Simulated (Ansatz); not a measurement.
# CH4OSSn: the cost of one run

Computed with Ansatz 0.2.0, Gaussian basis. Level: the settings change from run to run.

### 1 The molecule

An earlier PBE0-D4 in a triple-zeta def2 set relaxation fixed the geometry. Sn takes a core potential in def2 sets; no spin-orbit term is included.

8 atoms, charge 0, spin multiplicity 1.

Atoms are counted from 1 here; the program's logs count them from 0.

Bond lengths: C1–S2 1.814 Å, C1–H5 1.091 Å, C1–H6 1.090 Å, C1–H7 1.091 Å, S2–Sn3 2.440 Å, Sn3–O4 1.980 Å, O4–H8 0.961 Å. Angles: S2–C1–H5 111.4°, S2–C1–H6 107.3°, S2–C1–H7 111.4°, H5–C1–H6 108.2°, H5–C1–H7 110.1°, H6–C1–H7 108.2°, C1–S2–Sn3 105.4°, S2–Sn3–O4 98.8°, Sn3–O4–H8 117.2°.

### 2 wB97M-V/def2-SVPD

This run has unrestricted orbitals, relativity set to scalar.

Contents of in.yaml:

```yaml
crystal:
  periodic: [false, false, false]
  atoms:
    - {symbol: C, position_ang: [-0.402936, 0.808408, 0.611018]}
    - {symbol: S, position_ang: [-1.528880, 0.160592, -0.654758]}
    - {symbol: Sn, position_ang: [-0.280900, -1.598772, -1.795881]}
    - {symbol: O, position_ang: [1.412322, -1.480495, -0.775594]}
    - {symbol: H, position_ang: [-0.123124, 0.035485, 1.327859]}
    - {symbol: H, position_ang: [-0.934888, 1.594225, 1.147122]}
    - {symbol: H, position_ang: [0.490155, 1.245253, 0.162568]}
    - {symbol: H, position_ang: [1.460448, -0.821698, -0.078134]}
basis:
  gaussian: {orbitals: def2-SVPD}
magnetization: {spin_polarized: true, initial_magnetization: 0}
hamiltonian: {xc: {name: wB97M-V}, pseudopotentials: {relativity: scalar}}
output: {forces: true}
```

The run is started by

```console
> ansatz run in.yaml --threads 4 --pin off --events-out ev --progress --plain --max-ram 10444MiB
```

What time and memory should one allow on 4 threads of Intel Xeon Platinum 8259CL at 2.50GHz, shared host?

About 10 s, with a peak of 0.82 GiB.
